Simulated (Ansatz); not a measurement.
**CH₄GaNO: up Jacob's ladder to CCSD(T)**

One table from this session's results is given with a row withheld; the runs are named, their logs left out.

Method: functionals in def2-TZVPP, the program's frozen cores in correlated methods; program: Ansatz 0.2.0, Gaussian basis.

Levels to be run: LDA (SPW92), PBE-D4, revPBE-D4, BLYP-D4, r2SCAN-D4, B97M-V, PBE0-D4, B3LYP-D4, r2SCANh-D4, r2SCAN0-D4, HSE06-D4, BHLYP-D4, CAM-B3LYP-D4, LC-ωPBE, ωB97X-V, ωB97M-V, B2PLYP, PBE-QIDH; CCSD(T)/def2-SVP; CCSD(T)/def2-TZVPP; MP2/def2-QZVPP; extrapolation to the limit; RPA on PBE.

### The relaxed structure

All runs share one geometry, relaxed beforehand with PBE0-D4 in a triple-zeta def2 set.

SMILES `[NH2][GaH][CH]=O`, 8 atoms, charge 0, spin multiplicity 1.

Atoms are counted from 1 here; the program's logs count them from 0.

Bond lengths: N1–Ga2 1.806 Å, N1–H5 1.007 Å, N1–H6 1.005 Å, Ga2–C3 2.032 Å, Ga2–H7 1.561 Å, C3–O4 1.206 Å, C3–H8 1.118 Å. Angles: Ga2–N1–H5 121.4°, Ga2–N1–H6 125.9°, H5–N1–H6 112.6°, N1–Ga2–C3 110.0°, N1–Ga2–H7 121.0°, C3–Ga2–H7 129.0°, Ga2–C3–O4 119.0°, Ga2–C3–H8 122.4°, O4–C3–H8 118.6°.

Coordinates:

```
atom     x (Å)     y (Å)     z (Å)
  N1  -0.70861   1.27686  -0.52894
 Ga2   0.73765   0.34403   0.01703
  C3   0.19227  -1.54570   0.52563
  O4  -0.96646  -1.86579   0.43154
  H5  -1.62470   0.85993  -0.55076
  H6  -0.71243   2.23454  -0.83305
  H7   2.15420   0.99993   0.04781
  H8   0.92808  -2.30380   0.89073
```

The first run:

Input file in.yaml:

```yaml
crystal:
  periodic: [false, false, false]
  atoms:
    - {symbol: N, position_ang: [-0.708614, 1.276865, -0.528935]}
    - {symbol: Ga, position_ang: [0.737648, 0.344025, 0.017034]}
    - {symbol: C, position_ang: [0.192272, -1.545702, 0.525625]}
    - {symbol: O, position_ang: [-0.966459, -1.865789, 0.431540]}
    - {symbol: H, position_ang: [-1.624698, 0.859928, -0.550757]}
    - {symbol: H, position_ang: [-0.712430, 2.234544, -0.833047]}
    - {symbol: H, position_ang: [2.154202, 0.999933, 0.047811]}
    - {symbol: H, position_ang: [0.928078, -2.303804, 0.890730]}
basis:
  gaussian: {orbitals: def2-TZVPP}
hamiltonian: {xc: lda}
output: {orbitals: {seedname: orbitals}}
```

The run is started by

```bash
$ ansatz run in.yaml --threads 2 --pin off --events-out ev --progress --plain --max-ram 4352MiB
```

Steps of the session up to this table: LDA; PBE-D4 (GGA); revPBE-D4 (GGA); BLYP-D4 (GGA); r2SCAN-D4 (meta-GGA); B97M-V (meta-GGA); PBE0-D4 (hybrid); B3LYP-D4 (hybrid); r2SCANh-D4 (hybrid); r2SCAN0-D4 (hybrid); HSE06-D4 (hybrid); BHLYP-D4 (hybrid); CAM-B3LYP-D4 (range-separated); LC-ωPBE (range-separated); ωB97X-V (range-separated); ωB97M-V (range-separated); B2PLYP (double hybrid); PBE-QIDH (double hybrid).

One of the session's tables, all rows but one given; the rest of the session is left out.

```
  functional  HOMO (eV)  LUMO (eV)  gap (eV)
 LDA (SPW92)      -5.32      -3.21      2.11
      PBE-D4      -5.17      -2.94      2.23
   revPBE-D4      -5.11      -2.84      2.27
     BLYP-D4      -5.10      -2.83      2.27
   r2SCAN-D4      -5.42      -2.78      2.64
      B97M-V      -5.53      -2.76      2.77
     PBE0-D4      -6.55      -1.96      4.59
    B3LYP-D4          ?          ?         ?
  r2SCANh-D4      -5.94      -2.41      3.53
  r2SCAN0-D4      -6.73      -1.87      4.86
    HSE06-D4      -6.15      -2.34      3.81
    BHLYP-D4      -7.91      -1.01      6.89
CAM-B3LYP-D4      -7.94      -0.90      7.05
     LC-ωPBE      -9.20       0.31      9.51
     ωB97X-V      -8.89       0.19      9.09
     ωB97M-V      -8.81       0.06      8.87
```

**Question.** Estimate the row for B3LYP-D4.

Worked estimate for «HOMO (eV)». Against the share of exact exchange, BLYP-D4 (0, -5.10), BHLYP-D4 (0.5, -7.91) give a slope of -5.62 per unit share; at 0.2 the line stands at -6.22.

**Answer.** HOMO (eV): -6.36; LUMO (eV): -2.22; gap (eV): 4.14. In «HOMO (eV)» the line misses by +0.14.
